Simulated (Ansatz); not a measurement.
# LiSi2: the cost of one run

Program: Ansatz 0.2.0. Level of theory: DFT r2SCAN, scalar-relativistic, plane waves, PAW. These are calculated values, not measurements.

2 further runs of the same task are left out: 1 that didn't finish, 1 set aside as unsound or not needed.

### Step 1. The structure to begin with

Symmetry: P6_3/mmc, No. 194, hexagonal system. The conventional cell has a = 4.281 Å, b = 4.281 Å, c = 5.646 Å, α = 90.00°, β = 90.00°, γ = 120.00°. Li (site symmetry -6m2) has 12 Si at 2.76 to 2.95 Å and 2 Li at 2.82 Å as nearest neighbours. Si (site symmetry 3m) is surrounded by 4 Si at 2.44 to 2.50 Å and 6 Li at 2.76 to 2.95 Å.

As a file:

```
Li Si
1.0
     4.28088    0.00000    0.00000
    -2.14044    3.70735    0.00000
     0.00000    0.00000    5.64616
Li Si
2 4
Cartesian
  0.0000 0.0000 1.4115
  0.0000 0.0000 4.2346
  2.1404 1.2358 0.1927
  0.0000 2.4716 3.0157
  2.1404 1.2358 2.6304
  0.0000 2.4716 5.4535
```

The cell was relaxed beforehand at this level, from a generated guess; it needn't be the stable form of this composition. At a tolerance of 0.05 Å it has space group P6_3/mmc (No. 194); it has 14.93 Å³/atom, an uncorrected energy of -0.04 eV/atom over the elements and, on its mesh, gap none (metal).

### Step 2. Level of theory: r2SCAN

File input.yaml:

```yaml
crystal:
  lattice:
    - [4.2808800901, -2.89e-08, 0.0]
    - [-2.14044002, 3.707350923, 0.0]
    - [0.0, 0.0, 5.646162]
  atoms:
    - { symbol: Li, position: [0.0, 0.0, 0.25] }
    - { symbol: Li, position: [0.0, 0.0, 0.75] }
    - { symbol: Si, position: [0.6666666667, 0.3333333333, 0.034121] }
    - { symbol: Si, position: [0.3333333333, 0.6666666667, 0.534121] }
    - { symbol: Si, position: [0.6666666667, 0.3333333333, 0.465879] }
    - { symbol: Si, position: [0.3333333333, 0.6666666667, 0.965879] }
basis:
  ecutwfc: 500
kpoints:
  mp_grid: { grid: [12, 12, 8] }
  band_path:
    path:
      - [[0.0, 0.0, 0.0], [0.5, 0.0, 0.0], [0.33333333, 0.33333333, 0.0], [0.0, 0.0, 0.0], [0.0, 0.0, 0.5], [0.5, 0.0, 0.5], [0.33333333, 0.33333333, 0.5], [0.0, 0.0, 0.5]]
      - [[0.5, 0.0, 0.5], [0.5, 0.0, 0.0]]
      - [[0.33333333, 0.33333333, 0.5], [0.33333333, 0.33333333, 0.0]]
    npoints: 14
hamiltonian:
  xc: r2scan
scf:
  occupations: { method: gaussian, width: 0.1 }
  n_extra_bands: 15
output:
  forces: true
  stress: true
  eigenvalues: true
  populations: true
  dos: { projected: true, de: 0.02, nscf_kmesh: { grid: [15, 15, 10] } }
  bader: true
  write_density: true
  write_potential: true
  elf: true
  volumetric_format: npy
```

Run with:

```
$ ansatz run input.yaml --threads 4 --pin off --max-ram 8192MiB --backend cpu --events-out ev --progress --plain --runs-dir out
```

What time and memory should one allow on 4 threads of AMD EPYC 9R45 (Zen 5), shared host?

About 18 s, with a peak of 0.75 GiB.
